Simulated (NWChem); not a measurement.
# C2H6Cd (SMILES [CH3][Cd][CH3]): levels of theory compared

Wanted: a comparison of 3 runs (HF/STO-3G, HF/3-21G, M06-2X/def2-SVP) of C2H6Cd. 

Program for the calculation: NWChem 7.3.0.

2 further runs of the same task are left out: 2 set aside as unsound or not needed. Runs told in other sessions of the task aren't counted.

### Step 1. The system as given

C2H6Cd has 9 atoms, charge 0, and is taken as a singlet. SMILES: `[CH3][Cd][CH3]`. The coordinates come from a PBE0-D4/def2-TZVP relaxation.

Bond lengths: C1–Cd2 2.113 Å, Cd2–C3 2.113 Å, C1–H4 1.092 Å, C1–H5 1.092 Å, C1–H6 1.092 Å, C3–H7 1.092 Å, C3–H8 1.092 Å, C3–H9 1.092 Å. Some angles: C1–Cd2–C3 180.0°, Cd2–C1–H4 110.6°, Cd2–C1–H5 110.6°, Cd2–C1–H6 110.6°, Cd2–C3–H7 110.6°, Cd2–C3–H8 110.6°, Cd2–C3–H9 110.6°, H4–C1–H5 108.3°, H4–C1–H6 108.3°, H5–C1–H6 108.3°.

### Step 2. Energy and forces at HF/STO-3G (run 1)

Input file test.nw:

```
start test
memory 2200 mb
geometry noautosym nocenter noautoz
C     -1.073300     1.398600    -1.165600
Cd     0.000000     0.000000     0.000000
C      1.073300    -1.398600     1.165600
H     -1.960900     0.935500    -1.601600
H     -0.451400     1.779800    -1.978200
H     -1.393600     2.244300    -0.553500
H      0.598900    -2.381200     1.121000
H      2.098300    -1.496100     0.802100
H      1.108700    -1.082200     2.210200
end
basis spherical bse
C library STO-3G
Cd library STO-3G
H library STO-3G
end
scf
thresh 1e-08
maxiter 80
end
task scf gradient
```

The run is started by

```console
$ nwchem test.nw > test.out
```

The log of the run:

```text
[...]
  functions       =    43
[...]
  wavefunction    = RHF
[...]
         Total SCF energy =  -5489.918638343577
      One-electron energy =  -8056.872749385837
      Two-electron energy =   2337.571662741980
 Nuclear repulsion energy =    229.382448300279
        Time for solution =      3.3s
[...]
                         RHF ENERGY GRADIENTS
    atom               coordinates                        gradient
                 x          y          z           x          y          z
   1 C      -2.028243   2.642971  -2.202665   -0.018741   0.024397  -0.020371
   2 Cd      0.000000   0.000000   0.000000    0.000009   0.000002  -0.000004
   3 C       2.028243  -2.642971   2.202665    0.018818  -0.024399   0.020292
   4 H      -3.705564   1.767839  -3.026585   -0.005244  -0.006770  -0.001258
   5 H      -0.853022   3.363334  -3.738256    0.007440   0.000316  -0.004417
   6 H      -2.633522   4.241112  -1.045963   -0.000486   0.004243   0.007558
   7 H       1.131757  -4.499816   2.118383   -0.006224  -0.005423  -0.002782
   8 H       3.965212  -2.827219   1.515749    0.006345   0.002074  -0.005447
   9 H       2.095139  -2.045061   4.176672   -0.001917   0.005561   0.006429
[...]
```

Wall time 4.8 s (1 thread of Intel Xeon 6975P-C (Granite Rapids), shared host); peak memory 0.097 GiB.

### Step 3. Energy and gradient at HF/3-21G (run 2)

Input file c2h6cd.nw:

```
start c2h6cd
title "C2H6Cd hf"
memory 2200 mb
geometry noautosym nocenter noautoz
  C       -1.073300       1.398600      -1.165600
  Cd       0.000000       0.000000       0.000000
  C        1.073300      -1.398600       1.165600
  H       -1.960900       0.935500      -1.601600
  H       -0.451400       1.779800      -1.978200
  H       -1.393600       2.244300      -0.553500
  H        0.598900      -2.381200       1.121000
  H        2.098300      -1.496100       0.802100
  H        1.108700      -1.082200       2.210200
end
basis spherical bse
  * library 3-21G
end
scf
  thresh 1e-08
  maxiter 80
end
task scf gradient
```

The run is started by

```console
$ nwchem c2h6cd.nw > c2h6cd.out
```

The log of the run:

```text
[...]
  functions       =    66
[...]
  wavefunction    = RHF
[...]
         Total SCF energy =  -5518.581297947287
      One-electron energy =  -8082.298385295037
      Two-electron energy =   2334.334639047471
 Nuclear repulsion energy =    229.382448300279
        Time for solution =      4.1s
[...]
                         RHF ENERGY GRADIENTS
    atom               coordinates                        gradient
                 x          y          z           x          y          z
   1 C      -2.028243   2.642971  -2.202665    0.013632  -0.017779   0.014789
   2 Cd      0.000000   0.000000   0.000000    0.000008   0.000001  -0.000003
   3 C       2.028243  -2.642971   2.202665   -0.013574   0.017779  -0.014849
   4 H      -3.705564   1.767839  -3.026585   -0.002179  -0.003342  -0.000350
   5 H      -0.853022   3.363334  -3.738256    0.003585  -0.000124  -0.001783
   6 H      -2.633522   4.241112  -1.045963   -0.000019   0.001669   0.003660
   7 H       1.131757  -4.499816   2.118383   -0.003040  -0.002216  -0.001488
   8 H       3.965212  -2.827219   1.515749    0.002663   0.001212  -0.002694
   9 H       2.095139  -2.045061   4.176672   -0.001075   0.002800   0.002719
[...]
```

Wall time 6 s (1 thread of Intel Xeon 6975P-C (Granite Rapids), shared host); peak memory 0.1 GiB.

### Step 4. Energy and gradient at M06-2X/def2-SVP (core potential) (run 3)

Input file sp.xyz:

```xyz
9

C     -1.073300     1.398600    -1.165600
Cd     0.000000     0.000000     0.000000
C      1.073300    -1.398600     1.165600
H     -1.960900     0.935500    -1.601600
H     -0.451400     1.779800    -1.978200
H     -1.393600     2.244300    -0.553500
H      0.598900    -2.381200     1.121000
H      2.098300    -1.496100     0.802100
H      1.108700    -1.082200     2.210200
```

Input file sp.nw:

```
START sp
memory total 2200 mb
charge 0
GEOMETRY units angstroms noautosym nocenter noautoz
 load sp.xyz
END
BASIS spherical bse
 C library def2-SVP
 Cd library def2-SVP
 H library def2-SVP
END
ECP bse
 Cd library def2-SVP
END
DFT
 xc m06-2x
 grid xfine
 convergence energy 1e-08
 maxiter 100
 mulliken
 print medium
END
TASK dft gradient
```

The run is started by

```console
$ nwchem sp.nw > sp.out
```

The log of the run:

```text
[...]
          Wavefunction type:  closed shell.
          No. of atoms     :     9
          No. of electrons :    38
[...]
          Charge           :     0
          Spin multiplicity:     1
[...]
          AO basis - number of functions:    89
[...]
              XC Information
              --------------
                       M06-2X Method XC Functional
                     Hartree-Fock (Exact) Exchange  0.540
                        M06-2X Exchange Functional  1.000
                      M06-2X Correlation Potential  1.000
[...]
 d= 0,ls=0.0,diis     1   -247.3119842679 -3.60D+02  6.85D-03  1.70D-01     4.0
[...]
 d= 0,ls=0.0,diis     8   -247.3378720092 -2.76D-09  7.35D-07  4.86D-09    32.0
         Total DFT energy =     -247.337872009197
      One electron energy =     -626.478831146423
           Coulomb energy =      295.217101090353
    Exchange-Corr. energy =      -28.391562389103
 Nuclear repulsion energy =      112.315420435977
[...]
      Total Density - Mulliken Population Analysis
     ---------------------------------------------
    Atom       Charge   Shell Charges
 -----------   ------   -------------------------------------------------------
    1 C    6     6.49   1.99  0.85  0.35  2.07  1.21  0.02
    2 Cd  20    19.37  -0.38  1.67  0.71  0.75  0.27  5.97  0.28  0.13  9.06  0.91  0.00
    3 C    6     6.49   1.99  0.85  0.35  2.07  1.21  0.02
    4 H    1     0.94   0.73  0.19  0.02
    5 H    1     0.94   0.73  0.19  0.02
    6 H    1     0.94   0.73  0.19  0.02
    7 H    1     0.94   0.73  0.19  0.02
    8 H    1     0.94   0.73  0.19  0.02
    9 H    1     0.94   0.73  0.19  0.02
[...]
  wavefunction    = closed shell
                         DFT ENERGY GRADIENTS
    atom               coordinates                        gradient
                 x          y          z           x          y          z
   1 C      -2.028243   2.642971  -2.202665    0.000080  -0.000119   0.000070
   2 Cd      0.000000   0.000000   0.000000    0.000007   0.000001  -0.000003
   3 C       2.028243  -2.642971   2.202665   -0.000019   0.000121  -0.000135
   4 H      -3.705564   1.767839  -3.026585    0.004243   0.001231   0.002406
   5 H      -0.853022   3.363334  -3.738256   -0.002054  -0.002296   0.003981
   6 H      -2.633522   4.241112  -1.045963    0.001870  -0.004214  -0.001957
   7 H       1.131757  -4.499816   2.118383    0.001419   0.004760  -0.000404
   8 H       3.965212  -2.827219   1.515749   -0.004858   0.001117   0.000939
   9 H       2.095139  -2.045061   4.176672   -0.000688  -0.000601  -0.004898
[...]
```

It took 42 s on 1 thread of Intel Xeon 6975P-C (Granite Rapids), shared host; peak memory 0.16 GiB.

### Step 5. The series

```csv
run,level,iteration cap,module,energy (Eh),dipole moment (D),HOMO energy (eV),LUMO energy (eV),wall time
1,HF/STO-3G,80,scf,-5489.918638,0.00,-7.33,8.92,4.8 s
2,HF/3-21G,80,scf,-5518.581298,0.00,-9.05,1.85,6 s
3,M06-2X/def2-SVP (core potential),100,dft,-247.337872,0.00,-7.78,0.39,42 s
```

### Step 6. Outcome

| quantity | value |
| --- | --- |
| run 3: total energy | -247.33787 Eh |
| run 3: dipole moment | 0.00 D |
| run 3: HOMO energy | -7.78 eV |
| run 3: LUMO energy | 0.39 eV |
| run 3: HOMO–LUMO gap | 8.17 eV |
| run 3: largest force on an atom | 0.261 eV/Å |

In words: The HOMO–LUMO gap runs from 8.17 eV (M06-2X/def2-SVP) to 16.25 eV (HF/STO-3G). The two ends differ in method and basis and core potential. Some runs of one species differ in core potentials or relativity; totals across that change don't compare. In run 1 the basis is minimal, so the values are rough. In runs 1, 2 relativity is left out where basis or elements ask for it. All runs together took 53 s, the longest 42 s.
